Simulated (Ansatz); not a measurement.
# Ta2SiOF2: the cost of one run

Method: DFT PBE, scalar-relativistic, plane waves, PAW, in Ansatz 0.2.0.

### Step 1. The system as given

The structure is orthorhombic, space group Cmmm (No. 65). The conventional cell has a = 4.881 Å, b = 8.126 Å, c = 3.932 Å, α = 90.00°, β = 90.00°, γ = 90.00°. Around Ta (site symmetry 2/m) lie 2 Si at 2.37 Å and 4 F at 2.42 Å and 2 Ta at 2.44 Å and 4 O at 3.08 Å. Si (site symmetry mmm) is surrounded by 4 Ta at 2.37 Å and 4 F at 2.38 Å. Around O (site symmetry mmm) lie 6 F at 2.73 to 2.78 Å and 8 Ta at 3.08 Å and 4 Si at 3.13 Å. F (site symmetry m2m) is surrounded by 2 Si at 2.38 Å and 4 Ta at 2.42 Å and 3 F at 2.67 to 2.81 Å and 3 O at 2.73 to 2.78 Å.

Structure file:

```
Ta Si O F
1.0
     2.44067   -4.06324    0.00000
     2.44067    4.06324    0.00000
     0.00000    0.00000    3.93175
Ta Si O F
2 1 1 2
Direct
  0.50000 0.00000 0.50000
  0.00000 0.50000 0.50000
  0.50000 0.50000 0.50000
  0.00000 0.00000 0.00000
  0.66418 0.33582 0.00000
  0.33582 0.66418 0.00000
```

A structure generator made this guess: species swapped into a database cell of CeAlCu2Ni2 (Cmmm, No. 65), with O on the Ce sites, Si on the Al sites, Ta on the Cu sites and F on the Ni sites. Lengths come from tabulated atomic sizes and are only a guess.

### Step 2. Probe: one point on a coarse mesh

input.yaml reads:

```yaml
crystal:
  lattice:
    - [2.44066719, -4.06324179, 0.0]
    - [2.44066719, 4.06324179, 0.0]
    - [0.0, 0.0, 3.9317458]
  atoms:
    - { symbol: Ta, position: [0.5, 0.0, 0.5] }
    - { symbol: Ta, position: [0.0, 0.5, 0.5] }
    - { symbol: Si, position: [0.5, 0.5, 0.5] }
    - { symbol: O, position: [0.0, 0.0, 0.0] }
    - { symbol: F, position: [0.66418099, 0.33581901, 0.0] }
    - { symbol: F, position: [0.33581901, 0.66418099, 0.0] }
basis:
  ecutwfc: 420
kpoints:
  mp_grid: { grid: [4, 4, 4] }
hamiltonian:
  xc: pbe
scf:
  occupations: { method: gaussian, width: 0.1 }
  lower_state_search: "off"
output:
  forces: true
  stress: true
  eigenvalues: true
```

Launch:

```bash
> ansatz run input.yaml --threads 1 --pin off --max-ram 2560MiB --backend cpu --events-out ev --progress --plain --runs-dir out
```

Q: Estimate wall time and peak memory on 1 thread of AMD EPYC (Zen 3), shared host.

About 5.5 s, with a peak of 0.38 GiB.
